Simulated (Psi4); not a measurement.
# BHSClF (SMILES FB(S)Cl): r2SCAN/def2-SVPD

What is the vertical ionisation energy of BHSClF at r2SCAN/def2-SVPD? 

The calculation is run with Psi4 1.11.

1 further run of the same task is left out (set aside as unsound or not needed).

### 1 The molecule

BHSClF has 5 atoms, charge 0, and is taken as a singlet. SMILES: `FB(S)Cl`. The coordinates come from a PBE0-D4/def2-TZVP relaxation. This is one conformer, not always the lowest.

Bond lengths: F1–B2 1.319 Å, B2–S3 1.794 Å, B2–Cl4 1.749 Å, S3–H5 1.344 Å. Angles: F1–B2–S3 121.9°, F1–B2–Cl4 118.8°, S3–B2–Cl4 119.3°, B2–S3–H5 95.1°.

### 2 The energy at r2SCAN/def2-SVPD

Input file calc.py:

```python
import psi4

psi4.set_memory(1600000000)
psi4.set_num_threads(1)
psi4.core.set_output_file('output.dat', False)

geom = psi4.geometry("""
0 1
F     -1.00155485    -2.20436552     1.35096521
B     -0.80332258    -0.28534864    -0.22601124
S      2.00235380     1.60815693    -0.39873221
Cl    -3.35672052     0.42405454    -2.20153094
H      3.25354147     0.31841885     1.39688555
units bohr
symmetry c1
""")

options = {'basis': 'def2-SVPD', 'reference': 'rks', 'puream': True, 'e_convergence': 1e-09, 'd_convergence': 1e-08, 'scf_type': 'pk', 'dft_radial_points': 99, 'dft_spherical_points': 590}
psi4.set_options(options)

energy_value, wavefunction = psi4.energy('r2scan', molecule=geom, return_wfn=True)
print('E =', round(energy_value, 9))
for k, v in sorted(psi4.core.scalar_variables().items()):
    print(f'{k:45s} {v:18.10f}')
```

The run is started by

```bash
python calc.py
```

output.dat:

```text
[...]
  Running in c1 symmetry.
[...]
  Nuclear repulsion =  184.437112368084115
[...]
  Multiplicity = 1
[...]
  Nalpha       = 24
  Nbeta        = 24
[...]
    Number of basis functions: 105
[...]
   @RKS iter   1:  -983.25890660135144   -5.16906e-02   4.46205e-03 DIIS/ADIIS
[...]
   @RKS iter  12:  -983.35887604597997   -1.25056e-12   2.59034e-09 DIIS
[...]
    Orbital Energies [Eh]
    ---------------------
    Doubly Occupied:
       1A   -101.198419     2A    -88.560335     3A    -24.537115
       4A     -9.396144     5A     -7.890960     6A     -7.144599
       7A     -7.139008     8A     -7.137447     9A     -6.774779
      10A     -5.841402    11A     -5.837206    12A     -5.833978
      13A     -1.189725    14A     -0.822608    15A     -0.734057
      16A     -0.538720    17A     -0.473874    18A     -0.460286
      19A     -0.454331    20A     -0.389786    21A     -0.339338
      22A     -0.336726    23A     -0.315772    24A     -0.277387
[...]
  @RKS Final Energy:  -983.35887604597997
   => Energetics <=
    Nuclear Repulsion Energy =            184.4371123680841151
    One-Electron Energy =               -1724.6069664271522015
    Two-Electron Energy =                 625.5304400355021244
    DFT Exchange-Correlation Energy =     -68.7194620224141062
    Empirical Dispersion Energy =           0.0000000000000000
    VV10 Nonlocal Energy =                  0.0000000000000000
    Total Energy =                       -983.3588760459799687
[...]
 Multipole Moments:
 ------------------------------------------------------------------------------------
     Multipole            Electronic (a.u.)      Nuclear  (a.u.)        Total (a.u.)
 ------------------------------------------------------------------------------------
 L = 1.  Multiply by 2.5417464519 to convert [e a0] to [Debye]
 Dipole X            :         -2.9651719            3.3949842            0.4298122
 Dipole Y            :         -1.4252917            1.4345763            0.0092846
 Dipole Z            :         -0.3229703            0.5429553            0.2199850
 Magnitude           :                                                    0.4829267
[...]
```

On the terminal:

```text
E = -983.358876046
CURRENT ENERGY                                   -983.3588760460
CURRENT REFERENCE ENERGY                         -983.3588760460
DD SOLVATION ENERGY                                 0.0000000000
DFT FUNCTIONAL TOTAL ENERGY                      -983.3588760460
DFT TOTAL ENERGY                                 -983.3588760460
DFT VV10 ENERGY                                     0.0000000000
DFT XC ENERGY                                     -68.7194620224
GRID ELECTRONS ALPHA                               23.9999999797
GRID ELECTRONS BETA                                23.9999999797
GRID ELECTRONS TOTAL                               47.9999999595
NUCLEAR REPULSION ENERGY                          184.4371123681
ONE-ELECTRON ENERGY                             -1724.6069664272
PCM POLARIZATION ENERGY                             0.0000000000
PE ENERGY                                           0.0000000000
SCF ITERATION ENERGY                             -983.3588760460
SCF ITERATIONS                                     12.0000000000
SCF TOTAL ENERGY                                 -983.3588760460
TWO-ELECTRON ENERGY                               625.5304400355
XC GRID RADIAL POINTS                              99.0000000000
XC GRID SPHERICAL POINTS                          590.0000000000
XC GRID TOTAL POINTS                           281494.0000000000
```

It took 21 s on 1 thread of Intel Xeon 6975P-C (Granite Rapids), shared host; peak memory 0.65 GiB.

### 3 The doublet cation: energy and gradient at U-r2SCAN/def2-SVPD

Input file job.json:

```json
{
  "schema_name": "qcschema_input",
  "schema_version": 1,
  "molecule": {
    "schema_name": "qcschema_molecule",
    "schema_version": 2,
    "symbols": ["F", "B", "S", "Cl", "H"],
    "geometry": [-1.00155485, -2.20436552, 1.35096521, -0.80332258, -0.28534864, -0.22601124, 2.0023538, 1.60815693, -0.39873221, -3.35672052, 0.42405454, -2.20153094, 3.25354147, 0.31841885, 1.39688555],
    "molecular_charge": 1,
    "molecular_multiplicity": 2,
    "fix_symmetry": "c1",
    "fix_com": true,
    "fix_orientation": true
  },
  "driver": "gradient",
  "model": {
    "method": "r2scan",
    "basis": "def2-SVPD"
  },
  "keywords": {
    "reference": "uks",
    "puream": true,
    "e_convergence": 1e-09,
    "d_convergence": 1e-08,
    "scf_type": "pk",
    "dft_radial_points": 99,
    "dft_spherical_points": 590,
    "maxiter": 200
  }
}
```

The run is started by

```bash
psi4 --qcschema job.json -n 1 --memory 1600MB
```

stdout:

```text
[...]
  Running in c1 symmetry.
[...]
  Nuclear repulsion =  184.437112368084115
[...]
  Multiplicity = 2
[...]
  Nalpha       = 24
  Nbeta        = 23
[...]
    Number of basis functions: 105
[...]
   @UKS iter   1:  -982.90373132560683    3.03485e-01   3.67896e-03 ADIIS/DIIS
[...]
   @UKS iter  14:  -982.96400794384806   -9.77707e-12   9.63377e-09 DIIS
[...]
   @S^2 Observed:                7.582573156E-01
[...]
    Orbital Energies [Eh]
    ---------------------
    Alpha Occupied:
       1A   -101.436970     2A    -88.884578     3A    -24.748229
       4A     -9.632073     5A     -8.211294     6A     -7.379985
       7A     -7.379127     8A     -7.371873     9A     -7.011201
      10A     -6.166014    11A     -6.158428    12A     -6.154226
      13A     -1.397937    14A     -1.059973    15A     -1.030800
      16A     -0.754194    17A     -0.723894    18A     -0.682952
      19A     -0.666822    20A     -0.639791    21A     -0.600067
      22A     -0.585005    23A     -0.559643    24A     -0.535060
    Alpha Virtual:
      25A     -0.287894    26A     -0.255491    27A     -0.197648
[...]
  @UKS Final Energy:  -982.96400794384806
   => Energetics <=
    Nuclear Repulsion Energy =            184.4371123680841151
    One-Electron Energy =               -1712.4570811705784763
    Two-Electron Energy =                 613.4509432086856577
    DFT Exchange-Correlation Energy =     -68.3949823500394416
    Empirical Dispersion Energy =           0.0000000000000000
    VV10 Nonlocal Energy =                  0.0000000000000000
    Total Energy =                       -982.9640079438480598
[...]
 Multipole Moments:
 ------------------------------------------------------------------------------------
     Multipole            Electronic (a.u.)      Nuclear  (a.u.)        Total (a.u.)
 ------------------------------------------------------------------------------------
 L = 1.  Multiply by 2.5417464519 to convert [e a0] to [Debye]
 Dipole X            :         35.5684112          -34.8036531            0.7647581
 Dipole Y            :        -11.1058514           11.9918240            0.8859727
 Dipole Z            :         30.9589381          -31.3802251           -0.4212870
 Magnitude           :                                                    1.2438992
[...]
  -Total Gradient:
     Atom            X                  Y                   Z
    ------   -----------------  -----------------  -----------------
       1       -0.009818420399    -0.012904177697     0.006102698860
       2        0.049366258904     0.036947697448    -0.006204305302
       3       -0.021251193618    -0.025340681536     0.010960080926
       4       -0.011344071322    -0.004247859187    -0.002297301713
       5       -0.007808140261     0.005775135782    -0.009215984556
[...]
```

The result, in JSON:

```text
{
 "driver": "gradient",
 "model": {
  "method": "r2scan",
  "basis": "def2-SVPD"
 },
 "success": true,
 "return_result": [-0.00981842039909668, -0.012904177696745067, 0.00610269885981346, 0.04936625890395675, 0.03694769744818677, -0.006204305302278973, -0.02125119361844132, -0.025340681536226484, 0.010960080925525528, -0.011344071322131055, -0.004247859187341128, -0.002297301712526151, -0.0078081402612332484, 0.0057751357819381816, -0.009215984556185802],
 "properties": {
  "calcinfo_nbasis": 105,
  "calcinfo_nmo": 105,
  "calcinfo_nalpha": 24,
  "calcinfo_nbeta": 23,
  "calcinfo_natom": 5,
  "nuclear_repulsion_energy": 184.43711236808412,
  "return_energy": -982.9640079438481,
  "return_gradient": [-0.00981842039909668, -0.012904177696745067, 0.00610269885981346, 0.04936625890395675, 0.03694769744818677, -0.006204305302278973, -0.02125119361844132, -0.025340681536226484, 0.010960080925525528, -0.011344071322131055, -0.004247859187341128, -0.002297301712526151, -0.0078081402612332484, 0.0057751357819381816, -0.009215984556185802],
  "scf_one_electron_energy": -1712.4570811705785,
  "scf_two_electron_energy": 613.4509432086857,
  "scf_xc_energy": -68.39498235003944,
  "scf_dipole_moment": [0.7647580748917235, 0.8859726644713746, -0.4212869601609839],
  "scf_total_energy": -982.9640079438481,
  "scf_total_gradient": [-0.00981842039909668, -0.012904177696745067, 0.00610269885981346, 0.04936625890395675, 0.03694769744818677, -0.006204305302278973, -0.02125119361844132, -0.025340681536226484, 0.010960080925525528, -0.011344071322131055, -0.004247859187341128, -0.002297301712526151, -0.0078081402612332484, 0.0057751357819381816, -0.009215984556185802],
  "scf_iterations": 14
 }
}
```

It took 41 s on 1 thread of Intel Xeon 6975P-C (Granite Rapids), shared host; peak memory 0.65 GiB.

### 4 What came out

Level: r2SCAN/def2-SVPD.

| quantity | value |
| --- | --- |
| singlet BHSClF: total energy | -983.35888 Eh |
| singlet BHSClF: dipole moment | 1.23 D |
| singlet BHSClF: HOMO energy | -7.55 eV |
| singlet BHSClF: LUMO energy | -1.41 eV |
| singlet BHSClF: HOMO–LUMO gap | 6.14 eV |
| doublet cation: total energy | -982.96401 Eh |
| doublet cation: HOMO energy (highest over α and β) | -14.43 eV |
| doublet cation: LUMO energy (lowest over α and β) | -13.78 eV |
| doublet cation: ⟨S²⟩ | 0.758 |
| doublet cation: largest force on an atom | 3.187 eV/Å |
| vertical ionisation energy (to the doublet cation) | 10.745 eV |

The vertical ionisation energy comes to 10.74 eV (248 kcal/mol). −ε(HOMO) before ionisation, 7.55 eV, is 3.20 eV below this ionisation energy.
